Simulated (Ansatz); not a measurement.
**GaGe (F-43m): equation of state with a fit, by script**

The task is an equation of state with a fit, for GaGe (F-43m).

All numbers are computed with Ansatz 0.2.0, driven from Python. Level of theory: DFT PBE+D3(BJ) with three-body term, plane waves, PAW.

**1. The system**

Symmetry: F-43m, No. 216, cubic system. The conventional cell has a = 5.796 Å, b = 5.796 Å, c = 5.796 Å, α = 90.00°, β = 90.00°, γ = 90.00°. Around Ga (site symmetry -43m) lie 4 Ge at 2.51 Å. Ge (site symmetry -43m) is surrounded by 4 Ga at 2.51 Å.

No structure file is read: the coordinates are typed or built in the script.

**2. The code**

eos_gage.py

```python
"""Equation of state of GaGe."""

import warnings

import ansatz as az
import numpy as np

VECTORS = np.array([
    [0.0, 2.897844, 2.897844],
    [2.897844, 0.0, 2.897844],
    [2.897844, 2.897844, 0.0],
])
SITES = [
    ("Ga", (0.75, 0.75, 0.75)),
    ("Ge", (0.0, 0.0, 0.0)),
]


def on_lattice(cell):
    crystal = az.Crystal(lattice=az.Lattice.of(cell))
    for symbol, position in SITES:
        crystal = crystal.atom(symbol, position)
    return crystal

warnings.simplefilter("ignore", az.DeckWarning)

# uniform scaling of the cell
volumes, energies, pressures = [], [], []
for scale in np.linspace(0.92, 1.08, 7):
    cell = VECTORS * scale ** (1 / 3)
    calculation = (
        on_lattice(cell).calculation()
        .occupations("Marzari-Vanderbilt", width=150 * az.meV)
        .functional(az.Functional.PBE, dispersion="d3bjatm")
        .basis(16 * az.Ha)
        .kpoints(7, 7, 7)
        .stress()
    )
    rep = calculation.run(threads=1).report
    volumes.append(abs(np.linalg.det(cell)) / len(SITES))
    energies.append(rep["free_energy_ev"] / len(SITES))
    pressures.append(np.trace(rep["stress_gpa"]) / 3)
    print(f"V = {volumes[-1]:8.4f} A^3/atom  F = {energies[-1]:.5f} eV/atom  P = {pressures[-1]:8.3f} GPa")

# third-order Birch-Murnaghan: a cubic in V^(-2/3)
x = np.array(volumes) ** (-2 / 3)
poly = np.polynomial.Polynomial.fit(x, energies, 3).convert()
roots = poly.deriv().roots()
x0 = min((r.real for r in roots if abs(r.imag) < 1e-9 and poly.deriv(2)(r.real) > 0), key=lambda r: abs(r - x.mean()))
v0 = x0 ** -1.5
b0 = 4 / 9 * poly.deriv(2)(x0) * v0 ** (-7 / 3) * 160.21766
b1 = 4 + 2 / 3 * x0 * poly.deriv(3)(x0) / poly.deriv(2)(x0)
print(f"V0 = {v0:.4f} A^3/atom, B0 = {b0:.1f} GPa, dB/dP = {b1:.2f}")
```

**3. The input behind the calls**

The engine receives this input (first run):

```yaml
crystal:
  lattice:
    - [0.0, 2.8184106945253546, 2.8184106945253546]
    - [2.8184106945253546, 0.0, 2.8184106945253546]
    - [2.8184106945253546, 2.8184106945253546, 0.0]
  atoms:
    - { symbol: Ga, position: [0.75, 0.75, 0.75] }
    - { symbol: Ge, position: [0.0, 0.0, 0.0] }
basis:
  ecutwfc: 435.382179935808
kpoints:
  mp_grid:
    grid: [7, 7, 7]
hamiltonian:
  xc: pbe
  dispersion: d3bjatm
scf:
  occupations:
    method: cold
    width: 0.15
output:
  stress: true
```

**4. The run**

On the command line:

```bash
> python eos_gage.py
```

**Question.** Where does the minimum lie against the volume typed, and how stiff is the crystal?

The runs gave:

```
                      quantity           value
                 runs compared               7
               range of energy  38.37 meV/atom
lowest point, volume (Å³/atom)          23.686
      equilibrium volume (fit)   23.67 Å³/atom
            bulk modulus (fit)          53 GPa
```

A third-order Birch-Murnaghan fit through the 7 points (the script's own form may differ a little) has its minimum at 23.67 Å³ an atom, 2.7 % below the typed cell, with a bulk modulus of 53 GPa and dB/dP = 5.1. From that minimum the energy rises by 12.8 meV an atom on the compressed side and 38.4 meV on the expanded side. Caveats:
- Absolute energies stand on the zero of these potentials, so only differences at equal settings mean something.
- Dispersion corrections can be several per cent off in the lattices and pressures of metals.
- The mesh is modest for a metal, so energies are good to some meV an atom at best, and derived values to several per cent.
- This cell is a computed structure, which may not be the phase found in nature.
